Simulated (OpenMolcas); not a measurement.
**Tc⁴⁺ with 6 ligands (oxide): CASSCF and CASPT2 levels and susceptibility**

Aim: the ligand-field states of Tc⁴⁺ in this surrounding, its lowest levels with spin-orbit coupling and its magnetic susceptibility.

Program: OpenMolcas 26.06. Level of theory: state-averaged CASSCF and CASPT2, spin-orbit coupling by RASSI with atomic mean-field integrals. These are calculated values, not measurements, unless marked.

### Step 1. Starting point

| Property | Result |
| --- | --- |
| Species | Tc⁴⁺ (technetium, Z = 43, 39 electrons) |
| Basis | ANO-RCC-VTZP [7s6p4d2f1g], 152 functions with the ligands |
| Scalar Hamiltonian | DKH2, point nucleus |
| Inactive shells | 1s 2s 2p 3s 3p 3d 4s 4p of the metal, and all ligand shells |
| Active space | 3 electrons in 5 orbitals (4d) |
| Some configurations of this space | 4d3 |
| Orbitals | optimised for each spin and parity, averaged over all roots |

The outer shells:

4d3
```
4d [↑ ][↑ ][↑ ][  ][  ]
```

Tc⁴⁺ is taken with 6 ligands (oxide) in octahedron coordination (Oh) at 1.94 Å. A charge of +1.33 e stands 3.2 Å behind each ligand. Ligand basis ANO-RCC-VDZP. The distances are assumed, not relaxed.

```xyz
7

Tc    0.0000    0.0000    0.0000
O     1.9400    0.0000    0.0000
O     0.0000    1.9400    0.0000
O    -1.9400    0.0000    0.0000
O     0.0000   -1.9400    0.0000
O     0.0000    0.0000    1.9400
O     0.0000    0.0000   -1.9400
```

The work runs as a chain of OpenMolcas steps in one folder; each step below is one input file. Labels, J, g values, rates, χT and fits are worked out afterwards by a script from the matrices that RASSI stores. The input lists half of the charges; inversion (Group=XYZ) makes the rest.

### Step 2. One- and two-electron integrals

File a.inp:

```
&GATEWAY
Coord
7

Tc 0.0 0.0 0.0
O 1.940000 0.000000 0.000000
O 0.000000 1.940000 0.000000
O -1.940000 0.000000 0.000000
O 0.000000 -1.940000 0.000000
O 0.000000 0.000000 1.940000
O 0.000000 0.000000 -1.940000
Basis=Tc.ANO-RCC-VTZP,O.ANO-RCC-VDZP
Group=XYZ
NoMove
AngMom=0.0 0.0 0.0
AMFI
RICD
XField
3 Angstrom 0
5.140000 0.000000 0.000000 1.333333
0.000000 5.140000 0.000000 1.333333
0.000000 0.000000 5.140000 1.333333
&SEWARD
```

Run with:

```
> OMP_NUM_THREADS=1 MOLCAS_MEM=2457 MOLCAS_PROJECT=a pymolcas a.inp > a.log
```

### Step 3. Reference wave functions, quartets of even parity, 10 roots

File a.inp:

```
&RASSCF
FileOrb=start.orb
Symmetry=1
Spin=4
nActEl=3 0 0
Inactive=24 24
Ras2=5 0
CIRoot=10 10 1
SDav=10
CIMx=300
Iter=150 100
PrWF=0.3
OrbListing=Nothing
MaxOrb=0
LevShft=1.0
>>> COPY $Project.JobIph JOB001
```

start.orb holds start orbitals that the driver prepared beforehand, or those of the step before.

### Step 4. Reference wave functions, doublets of even parity, 40 roots

File a.inp:

```
&RASSCF
FileOrb=start.orb
Symmetry=1
Spin=2
nActEl=3 0 0
Inactive=24 24
Ras2=5 0
CIRoot=40 40 1
SDav=40
CIMx=300
Iter=150 100
PrWF=0.3
OrbListing=Nothing
MaxOrb=0
LevShft=1.0
>>> COPY $Project.JobIph JOB002
```

### Step 5. RASSI: spin-orbit coupling between the states

File a.inp:

```
&RASSI
NrOfJobIphs=2 10 40
1 2 3 4 5 6 7 8 9 10
1 2 3 4 5 6 7 8 9 10 11 12 13 14 15 16 17 18 19 20 21 22 23 24 25 26 27
28 29 30 31 32 33 34 35 36 37 38 39 40
IphNames
JOB001
JOB002
EJob
SpinOrbit
DIPRint=1.0
SOCoupling=1000.0
Subsets=2
Property=9
'ANGMOM' 1 'ANGMOM' 2 'ANGMOM' 3 'MLTPL  1' 1 'MLTPL  1' 2 'MLTPL  1' 3
'AMFI' 1 'AMFI' 2 'AMFI' 3
SOProperty=3
'ANGMOM' 1 'ANGMOM' 2 'ANGMOM' 3
```

### Step 6. CASPT2: IPEA 0.25, imaginary shift 0.1 (closed shells correlated: 4s 4p of the metal, with ligand shells; the Frozen line counts the rest)

File a.inp:

```
>>> COPY JOB001 $Project.JobIph
&CASPT2
Multistate=10 1 2 3 4 5 6 7 8 9 10
NoMult
Frozen=11 9
IPEA=0.25
Imaginary=0.1
MaxIter=60
WThr=0.0 0.3 0.05
PrWF=0.5
NoMix
>>> COPY JOB002 $Project.JobIph
&CASPT2
Multistate=40 1 2 3 4 5 6 7 8 9 10 11 12 13 14 15 16 17 18 19 20 21 22
23 24 25 26 27 28 29 30 31 32 33 34 35 36 37 38 39 40
NoMult
Frozen=11 9
IPEA=0.25
Imaginary=0.1
MaxIter=60
WThr=0.0 0.3 0.05
PrWF=0.5
NoMix
```

(Steps that only read results are left out.)

Q: Predict the outcome of this session. Wanted: spin-free ground state; first state of the same spin within the active space; lowest level; next level.

The runs gave:

| quantity | value |
| --- | --- |
| method | SS-CASPT2, IPEA 0.25, imaginary shift 0.1 (closed shells correlated: 4s 4p of the metal, with ligand shells; the Frozen line counts the rest) |
| spin-free ground state | 4A2, 1-fold in its orbital part |
| first state of the same spin within the active space | 4T2 at 21300 cm⁻¹ |
| lowest level | 4-fold Γ8 |
| next level | 9993.2 cm⁻¹ |
| χT at 300 K | 1.75 cm³ K/mol |
| effective moment at 300 K | 3.74 μB |

Cost by method:

```csv
method,time of its own steps,time with the reference
A. CASSCF,40 s,40 s
"B. SS-CASPT2, IPEA 0.25, imaginary shift 0.1, +4s 4p",3.7 min,4.3 min
```

Times are of one thread on a shared host.

What this shows: The spin-free ground state (4A2) is 1-fold and keeps the highest spin of the shell. χT at 300 K is 1.75, against 1.88 cm³ K/mol for the spin alone; near agreement at one temperature doesn't show that the orbital moment is quenched. CASPT2 does not keep the components of a term degenerate, and the means are used. The bonds are covalent and no ligand orbital is active, so the numbers are rough. Bare point charges leave oxide and sulfide ligands too diffuse, so the field comes out too small.
